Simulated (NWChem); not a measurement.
# CH4BFO2 (SMILES COB(O)F) at 3 levels

Wanted: a comparison of 3 runs (HF/STO-3G, HF/3-21G, B3LYP/6-31G*) of CH4BFO2. 

Program for the calculation: NWChem 7.3.0.

### Step 1. The molecule

The species is CH4BFO2 (9 atoms), meant as a singlet with charge 0. SMILES: `COB(O)F`. The shape is that of a PBE0-D4/def2-TZVP optimisation. This is one conformer, not always the lowest.

Bond lengths: C1–O2 1.414 Å, O2–B3 1.344 Å, B3–O4 1.361 Å, B3–F5 1.336 Å, C1–H6 1.092 Å, C1–H7 1.091 Å, C1–H8 1.092 Å, O4–H9 0.959 Å. Some angles: C1–O2–B3 122.2°, O2–B3–O4 122.7°, O2–B3–F5 117.4°, O4–B3–F5 119.9°, O2–C1–H6 108.8°, O2–C1–H7 111.8°, O2–C1–H8 108.7°, B3–O4–H9 112.6°, H6–C1–H7 109.3°, H6–C1–H8 108.7°.

### Step 2. Energy and gradient at HF/STO-3G (run 1)

Input file ch4bfo2.xyz:

```xyz
9
CH4BFO2
C     -0.649300     0.491300    -1.085900
O     -0.487000     0.689600     0.304600
B      0.320400    -0.085100     1.049500
O      1.040400    -1.114300     0.524700
F      0.401500     0.187700     2.355300
H     -1.701500     0.285200    -1.291400
H     -0.040700    -0.337700    -1.451200
H     -0.363100     1.407000    -1.606600
H      1.567700    -1.570100     1.184000
```

Input file ch4bfo2.nw:

```
start ch4bfo2
title "CH4BFO2"
memory stack 880 mb heap 220 mb global 1100 mb

geometry units angstroms noautosym nocenter noautoz
  load ch4bfo2.xyz
end

basis spherical bse
  C library STO-3G
  O library STO-3G
  B library STO-3G
  F library STO-3G
  H library STO-3G
end

scf
  nopen 0
  rhf
  thresh 1e-08
  maxiter 80
end

task scf gradient
```

Started as:

```console
$ nwchem ch4bfo2.nw > ch4bfo2.out
```

What it wrote:

```text
[...]
  functions       =    29
[...]
  wavefunction    = RHF
[...]
         Total SCF energy =   -309.990689540469
      One-electron energy =   -777.188937809128
      Two-electron energy =    292.977131941177
 Nuclear repulsion energy =    174.221116327481
        Time for solution =      1.4s
[...]
                         RHF ENERGY GRADIENTS
    atom               coordinates                        gradient
                 x          y          z           x          y          z
   1 C      -1.226999   0.928422  -2.052053   -0.002858   0.003844   0.000874
   2 O      -0.920297   1.303155   0.575611    0.003836  -0.007632  -0.010225
   3 B       0.605468  -0.160816   1.983267   -0.007143   0.001975  -0.023806
   4 O       1.966071  -2.105722   0.991539    0.016015  -0.012052   0.026346
   5 F       0.758725   0.354702   4.450872    0.001522   0.002918   0.016791
   6 H      -3.215369   0.538950  -2.440392    0.001767   0.000877   0.003409
   7 H      -0.076912  -0.638160  -2.742370    0.000313   0.000677   0.003739
   8 H      -0.686160   2.658844  -3.036034   -0.000183  -0.000811   0.003894
   9 H       2.962523  -2.967059   2.237436   -0.013267   0.010204  -0.021021
[...]
```

It took 2.4 s on 1 thread of Intel Xeon Platinum 8488C (Sapphire Rapids), shared host; peak memory 0.099 GiB.

### Step 3. Energy and forces at HF/3-21G (run 2)

ch4bfo2.xyz is that of step 2.

Input file ch4bfo2.nw:

```
start ch4bfo2
title "CH4BFO2"
memory stack 880 mb heap 220 mb global 1100 mb

geometry noautosym nocenter noautoz
  load format xyz ch4bfo2.xyz
end

basis spherical bse
  * library 3-21G
end

scf
  singlet
  rhf
  thresh 1e-08
  maxiter 80
  print medium
end

task scf gradient
```

Started as:

```console
$ nwchem ch4bfo2.nw > ch4bfo2.out
```

What it wrote:

```text
[...]
  functions       =    53
[...]
  wavefunction    = RHF
[...]
         Total SCF energy =   -312.503735044464
      One-electron energy =   -777.251058337484
      Two-electron energy =    290.526206965539
 Nuclear repulsion energy =    174.221116327481
        Time for solution =      1.5s
[...]
                         RHF ENERGY GRADIENTS
    atom               coordinates                        gradient
                 x          y          z           x          y          z
   1 C      -1.226999   0.928422  -2.052053    0.007954  -0.000550   0.032064
   2 O      -0.920297   1.303155   0.575611    0.001814  -0.004113  -0.006514
   3 B       0.605468  -0.160816   1.983267    0.008010  -0.009766  -0.000010
   4 O       1.966071  -2.105722   0.991539   -0.005122   0.005216  -0.003616
   5 F       0.758725   0.354702   4.450872   -0.004394   0.000443  -0.017292
   6 H      -3.215369   0.538950  -2.440392   -0.007490  -0.001425  -0.000871
   7 H      -0.076912  -0.638160  -2.742370    0.004478  -0.006182  -0.003058
   8 H      -0.686160   2.658844  -3.036034    0.002162   0.006627  -0.003140
   9 H       2.962523  -2.967059   2.237436   -0.007412   0.009750   0.002437
[...]
```

Wall time 2.7 s (1 thread of Intel Xeon Platinum 8488C (Sapphire Rapids), shared host); peak memory 0.1 GiB.

### Step 4. Energy and gradient at B3LYP/6-31G(d) (Cartesian functions) (run 3)

Input file run.py:

```python
from ase import Atoms
from ase.calculators.nwchem import NWChem

molecule = Atoms('COBOFHHHH', positions=[
    [-0.649300, 0.491300, -1.085900],
    [-0.487000, 0.689600, 0.304600],
    [0.320400, -0.085100, 1.049500],
    [1.040400, -1.114300, 0.524700],
    [0.401500, 0.187700, 2.355300],
    [-1.701500, 0.285200, -1.291400],
    [-0.040700, -0.337700, -1.451200],
    [-0.363100, 1.407000, -1.606600],
    [1.567700, -1.570100, 1.184000],
])

calc = NWChem(
    label='job',
    theory='dft',
    memory='2200 mb',
    basis='6-31G*',
    dft={'xc': 'b3lyp', 'mult': '1', 'grid': 'xfine', 'convergence': 'energy 1e-08', 'iterations': '100', 'mulliken': None},
)
molecule.calc = calc

forces = molecule.get_forces()
print(f"energy = {molecule.get_potential_energy():.6f} eV")
print("forces (eV/A):")
for s, f in zip(molecule.symbols, forces):
    print(f"{s:2s} {f[0]:10.5f} {f[1]:10.5f} {f[2]:10.5f}")
print("dipole (e A):", molecule.get_dipole_moment().round(4))
```

Started as:

```console
$ export ASE_NWCHEM_COMMAND="nwchem PREFIX.nwi > PREFIX.nwo"
$ python run.py
```

What it wrote:

```text
energy = -8593.527987 eV
forces (eV/A):
C    -0.00093   -0.05158   -0.17751
O    -0.11771    0.18198    0.13257
B     0.03168   -0.00710    0.11020
O    -0.06567   -0.04736   -0.44624
F     0.02288    0.04772    0.26606
H    -0.11565   -0.01810   -0.04433
H     0.03939   -0.06284   -0.05610
H     0.02185    0.09858   -0.07718
H     0.18414   -0.14131    0.29254
dipole (e A): [ 0.146  -0.2391 -0.2138]
```

The calculator wrote job.nwi:

```
title "job"

permanent_dir job

scratch_dir job

start job

geometry units angstrom nocenter noautosym noautoz
  C  -6.4929999999999999e-01 4.9130000000000001e-01 -1.0859000000000001e+00
  O  -4.8699999999999999e-01 6.8959999999999999e-01 3.0459999999999998e-01
  B  3.2040000000000002e-01 -8.5099999999999995e-02 1.0495000000000001e+00
  O  1.0404000000000000e+00 -1.1143000000000001e+00 5.2470000000000006e-01
  F  4.0150000000000002e-01 1.8770000000000001e-01 2.3553000000000002e+00
  H  -1.7015000000000000e+00 2.8520000000000001e-01 -1.2914000000000001e+00
  H  -4.0700000000000000e-02 -3.3770000000000000e-01 -1.4512000000000000e+00
  H  -3.6309999999999998e-01 1.4070000000000000e+00 -1.6066000000000000e+00
  H  1.5677000000000001e+00 -1.5701000000000001e+00 1.1839999999999999e+00
end

memory 2200 mb

basis noprint
   * library 6-31G*
end

dft
  xc b3lyp
  mult 1
  grid xfine
  convergence energy 1e-08
  iterations 100
  mulliken
end

task dft gradient
```

job.nwo:

```text
Northwest Computational Chemistry Package (NWChem) 7.3.0
             --------------------------------------------------------

           Job information
           ---------------

    nwchem branch   = 7.3.0
    use scalapack   = T
    input           = job.nwi
    prefix          = job.
    data base       = job/job.db
    status          = startup
    nproc           =        1

           Memory information
           ------------------

    heap     =     72089594 doubles =      550.0 Mbytes
    stack    =     72089599 doubles =      550.0 Mbytes
    global   =    144179200 doubles =     1100.0 Mbytes (distinct from heap & stack)
    total    =    288358393 doubles =     2200.0 Mbytes
    verify   = yes
    hardfail = no

[... 108 lines left out ...]
  convergence criterion.
[... 42 lines left out ...]
          Spatial weights used:  Erf1
[... 77 lines left out ...]
         Total DFT energy =     -315.806331201411
[... 3 lines left out ...]
 Nuclear repulsion energy =      174.221116327481
[... 648 lines left out ...]
          Convergence on gradient requested:  5.00D-04
[... 29 lines left out ...]
          total energy or number of iterations.
[... 26 lines left out ...]
                         DFT ENERGY GRADIENTS

    atom               coordinates                        gradient
                 x          y          z           x          y          z
   1 C      -1.226999   0.928422  -2.052053    0.000018   0.001003   0.003452
   2 O      -0.920297   1.303155   0.575611    0.002289  -0.003539  -0.002578
   3 B       0.605468  -0.160816   1.983267   -0.000616   0.000138  -0.002143
[... 5 lines of this table left out ...]
   9 H       2.962523  -2.967059   2.237436   -0.003581   0.002748  -0.005689

                 ----------------------------------------
                 |  Time  |  1-e(secs)   |  2-e(secs)   |
                 ----------------------------------------
                 |  CPU   |       0.01   |       2.90   |
                 ----------------------------------------
                 |  WALL  |       0.01   |       2.90   |
                 ----------------------------------------

 Task  times  cpu:       36.8s     wall:       36.8s
 Total times  cpu:       36.9s     wall:       36.9s
```

Run time: 38 s. Hardware: 1 thread of Intel Xeon Platinum 8488C (Sapphire Rapids), shared host; peak memory 0.15 GiB.

### Step 5. The series

```csv
run,level,Cartesian functions,iteration cap,energy (Eh),dipole moment (D),HOMO energy (eV),LUMO energy (eV),wall time
1,HF/STO-3G,no,80,-309.990690,1.30,-9.69,10.46,2.4 s
2,HF/3-21G,no,80,-312.503735,2.27,-12.49,6.74,2.7 s
3,B3LYP/6-31G* (Cartesian functions),yes,100,-315.806331,1.69,-8.14,1.86,38 s
```

### Step 6. Results

| quantity | value |
| --- | --- |
| run 3: total energy | -315.80633 Eh |
| run 3: dipole moment | 1.69 D |
| run 3: HOMO energy | -8.14 eV |
| run 3: LUMO energy | 1.86 eV |
| run 3: HOMO–LUMO gap | 10.00 eV |
| run 3: largest force on an atom | 0.454 eV/Å |

The dipole moment (its size) runs from 1.30 D (HF/STO-3G) to 2.27 D (HF/3-21G). The HOMO–LUMO gap runs from 10.00 eV (B3LYP/6-31G*) to 20.15 eV (HF/STO-3G). The two ends differ in method and basis. In run 1 the basis is minimal, so the values are rough. All runs together took 43 s, the longest 38 s.
